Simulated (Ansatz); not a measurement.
# C2H6AlFO: one species, many methods

An exercise on one series of results from a longer session: the logs are not shown, and one member is left open.

Program: Ansatz 0.2.0, Gaussian basis. Level of theory: functionals in def2-TZVPP, the program's frozen cores in correlated methods. These are calculated values, not measurements.

The runs, in order: PBE-D4, r2SCAN-D4, PBE0-D4, B3LYP-D4, ωB97X-V, ωB97M-V, B2PLYP; CCSD(T)/def2-TZVPP; MP2/def2-QZVPP; extrapolation to the limit.

### The geometry

The geometry comes from an earlier relaxation with PBE0-D4 in a triple-zeta def2 set; it is a stationary point, not always the lowest conformer.

11 atoms, charge 0, spin multiplicity 1.

Atoms are counted from 1 here; the program's logs count them from 0.

Bond lengths: O1–C2 1.328 Å, O1–H6 0.964 Å, C2–C4 1.344 Å, C2–H7 1.089 Å, F3–Al5 1.684 Å, C4–H8 1.083 Å, C4–H9 1.083 Å, Al5–H10 1.588 Å, Al5–H11 1.585 Å. Angles: C2–O1–H6 110.0°, O1–C2–C4 122.0°, O1–C2–H7 117.0°, C4–C2–H7 121.0°, C2–C4–H8 120.6°, C2–C4–H9 119.2°, H8–C4–H9 119.2°, F3–Al5–H10 113.5°, F3–Al5–H11 116.1°, H10–Al5–H11 123.6°.

Set-up of the first run:

Contents of in.yaml:

```yaml
crystal:
  periodic: [false, false, false]
  atoms:
    - {symbol: O, position_ang: [0.755410, -0.321577, 1.806112]}
    - {symbol: C, position_ang: [-0.088353, 0.359478, 1.040083]}
    - {symbol: F, position_ang: [1.872873, 0.086320, -0.819513]}
    - {symbol: C, position_ang: [-1.120929, -0.232703, 0.415709]}
    - {symbol: Al, position_ang: [0.349079, -0.143131, -1.497974]}
    - {symbol: H, position_ang: [1.611254, 0.121131, 1.827671]}
    - {symbol: H, position_ang: [0.099678, 1.426000, 0.924938]}
    - {symbol: H, position_ang: [-1.316456, -1.288898, 0.554516]}
    - {symbol: H, position_ang: [-1.868541, 0.383552, -0.067894]}
    - {symbol: H, position_ang: [-0.247745, 1.165467, -2.171258]}
    - {symbol: H, position_ang: [0.019132, -1.612741, -1.991888]}
basis:
  gaussian: {orbitals: def2-TZVPP}
hamiltonian: {xc: pbe, dispersion: d4}
output: {forces: true, orbitals: {seedname: orbitals}}
```

Command:

```bash
$ ansatz run in.yaml --threads 4 --pin off --events-out ev --progress --plain --max-ram 10444MiB
```

Steps of the session up to this table: PBE-D4 (GGA); r2SCAN-D4 (meta-GGA); PBE0-D4 (hybrid); B3LYP-D4 (hybrid); ωB97X-V (range-separated); ωB97M-V (range-separated); B2PLYP (double hybrid); CCSD(T) in def2-TZVPP; MP2 in def2-QZVPP.

One of the session's tables, all rows but one given; the rest of the session is left out.

| method | atomisation energy (kJ/mol) |
| --- | --- |
| PBE-D4 | 4112.8 |
| r2SCAN-D4 | 4061.5 |
| PBE0-D4 | 4027.8 |
| B3LYP-D4 | 4038.9 |
| ωB97X-V | ? |
| ωB97M-V | 4056.3 |
| B2PLYP | 4002.3 |
| HF/def2-TZVPP | 2957.8 |
| MP2/def2-TZVPP | 4023.9 |
| CCSD/def2-TZVPP | 3890.1 |
| CCSD(T)/def2-TZVPP | 3949.2 |
| MP2/CBS | 4129.4 |
| CCSD(T)/CBS | 4054.8 |

Estimate the missing values for ωB97X-V.

**Answer.** atomisation energy (kJ/mol): 4047.2. In the column «atomisation energy (kJ/mol)» it lies between B3LYP-D4 (4038.9) and CCSD(T)/CBS (4054.8).
